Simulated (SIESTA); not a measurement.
Crystal: HfSi.

```
CELL_PARAMETERS angstrom
6.88900 0.00000 0.00000
0.00000 3.77200 0.00000
0.00000 0.00000 5.22300
ATOMIC_POSITIONS crystal
Hf 0.82200 0.75000 0.87600
Hf 0.67800 0.25000 0.37600
Hf 0.32200 0.75000 0.62400
Hf 0.17800 0.25000 0.12400
Si 0.96000 0.75000 0.37000
Si 0.54000 0.25000 0.87000
Si 0.46000 0.75000 0.13000
Si 0.04000 0.25000 0.63000
```

| Property | Result |
| --- | --- |
| Program | SIESTA 5.4.2 |
| Task | single point |
| Functional | PBEsol |
| Potentials or basis | PseudoDojo 0.4 standard (PBEsol files) |
| Basis | DZP (energy shift 0.003 Ry; two zetas on semicore shells) |
| Grid cutoff | 800 Ry |
| Energy shift | 0.003 Ry |
| k mesh | 4 × 7 × 5 |
| Occupations | fermi-dirac, width 0.05 eV |
| Spin | no spin polarisation |

On this cell: pressure -2.0 GPa; largest force 0.908 eV/Å; band gap on the k mesh none (metal or under the smearing width).

The same run follows on a disturbed copy (atoms moved at random, drawn with an rms of 0.05 Å):

```xyz
8
Lattice="6.8890 0.0000 0.0000 0.0000 3.7720 0.0000 0.0000 0.0000 5.2230" Properties=species:S:1:pos:R:3 pbc="T T T"
Hf    5.7126    2.8443    4.4999
Hf    4.6743    0.9734    1.9372
Hf    2.2098    2.8083    3.2415
Hf    1.1858    0.9940    0.5765
Si    6.6462    2.7921    1.9224
Si    3.7508    0.9266    4.5310
Si    3.1772    2.8978    0.6968
Si    0.2628    0.9592    3.2324
```

Q: What does the disturbed cell give?

A: The energy (extrapolated to zero smearing) moves by +17.4 meV/atom; pressure -1.6 GPa; largest force 1.851 eV/Å; band gap on the k mesh none (metal or under the smearing width).

Forces in eV/Å, atoms in the order of the input:
```
Hf  -0.181 -0.119  0.803
Hf  -0.190 -0.131  0.083
Hf   0.509  0.317  0.034
Hf   0.221 -0.402  0.159
Si  -0.597  1.016 -1.427
Si   0.022  0.591 -0.995
Si  -0.406 -0.724  0.439
Si   0.622 -0.547  0.903
```

Stress tensor (GPa, compression positive):
```
-2.82  0.00  0.02
 0.00 -0.78 -0.36
 0.02 -0.36 -1.14
```

Caveats: short orbitals over semicore shells can move pressures by several GPa; the basis of atomic orbitals isn't converged, which shifts pressures, moduli and gaps.
